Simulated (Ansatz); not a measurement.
# CH4Ge (triplet): the correlation ladder at a displaced geometry (v1), cc-pVDZ

Aim: climb from Hartree-Fock through coupled cluster for CH4Ge (triplet) at one geometry and basis, and see what each rung misses.

Computed with Ansatz 0.2.0, Gaussian basis. Level: cc-pVDZ, core rule «outside noble gas», up to 15 orbitals frozen.

To be run: UHF; CCSD(T) on ROHF; CCSD(T) on UHF; BCCD(T) on ROHF; CISD; CCSDT(Q) on ROHF; CCSDT(Q) on UHF.

17 further runs of the same task are left out: 3 that didn't finish, 14 set aside as unsound or not needed.

**1. What is computed**

The geometry is a PBE0/def2-TZVP stationary point (not a proven minimum) with its atoms shifted at random (size 0.040 Å). No spin-orbit coupling is included. The filled d shell of Ge may be among the frozen orbitals whatever the setting's name suggests; the logs give the count.

6 atoms, charge 0, spin multiplicity 3.

Atoms are counted from 1 here; the program's logs count them from 0.

Bond lengths: Ge1–C2 1.936 Å, Ge1–H3 1.544 Å, Ge1–H4 1.580 Å, C2–H5 1.047 Å, C2–H6 1.129 Å. Angles: C2–Ge1–H3 109.8°, C2–Ge1–H4 109.5°, H3–Ge1–H4 111.4°, Ge1–C2–H5 128.3°, Ge1–C2–H6 122.1°, H5–C2–H6 109.6°.

Geometry (Å):

```xyz
6
CH4Ge
Ge    0.0324    0.0021    0.3072
C    -0.0607   -0.0140   -1.6263
H    -0.5968    1.3032    0.8516
H    -0.6996   -1.2754    0.8814
H     0.7289   -0.0013   -2.3137
H    -1.0447   -0.0143   -2.1801
```

**2. UHF**

Input file in.yaml:

```yaml
crystal:
  periodic: [false, false, false]
  atoms:
    - {symbol: Ge, position_ang: [0.032408, 0.002146, 0.307214]}
    - {symbol: C, position_ang: [-0.060708, -0.013997, -1.626333]}
    - {symbol: H, position_ang: [-0.596813, 1.303202, 0.851613]}
    - {symbol: H, position_ang: [-0.699588, -1.275391, 0.881415]}
    - {symbol: H, position_ang: [0.728944, -0.001322, -2.313658]}
    - {symbol: H, position_ang: [-1.044692, -0.014341, -2.180073]}
basis:
  gaussian: {orbitals: cc-pVDZ}
magnetization: {spin_polarized: true, initial_magnetization: 2}
hamiltonian: {xc: hf}
output: {orbitals: {seedname: orbitals}}
```

Run with:

```bash
$ ansatz run in.yaml --threads 1 --pin off --events-out ev --progress --plain --max-ram 2393MiB
```

The runs that follow: CCSD(T) on ROHF; CCSD(T) on UHF; BCCD(T) on ROHF; CISD; CCSDT(Q) on ROHF; CCSDT(Q) on UHF.

Q: Predict the results of all the runs planned. Wanted: UCCSDT(Q) below the RHF energy; RMP2 from UCCSDT(Q); UMP2 from UCCSDT(Q); RCCSD from UCCSDT(Q); RCCSD(T) from UCCSDT(Q); UCCSD(T) from UCCSDT(Q); RCCSDT(Q) from UCCSDT(Q); T1 diagnostic.

As calculated:

| quantity | value |
| --- | --- |
| UCCSDT(Q) below the RHF energy | -6.7773 eV |
| RMP2 from UCCSDT(Q) | +1231.2 meV |
| UMP2 from UCCSDT(Q) | +1236.0 meV |
| RCCSD from UCCSDT(Q) | +194.3 meV |
| RCCSD(T) from UCCSDT(Q) | +39.0 meV |
| UCCSD(T) from UCCSDT(Q) | +35.3 meV |
| RCCSDT(Q) from UCCSDT(Q) | +4.4 meV |
| levels within 1 kcal/mol (43 meV) | RCCSD(T), UCCSD(T), BCCD(T), RCCSDT, UCCSDT, RCCSDT(Q) |
| T1 diagnostic | 0.016 |

**Reading.** RCCSD(T) lands +39.0 meV from the yardstick (0.6 % of the correlation energy). These misses are within one basis, not against nature; the frozen cores of restricted and unrestricted runs differ, which can shift their rows.
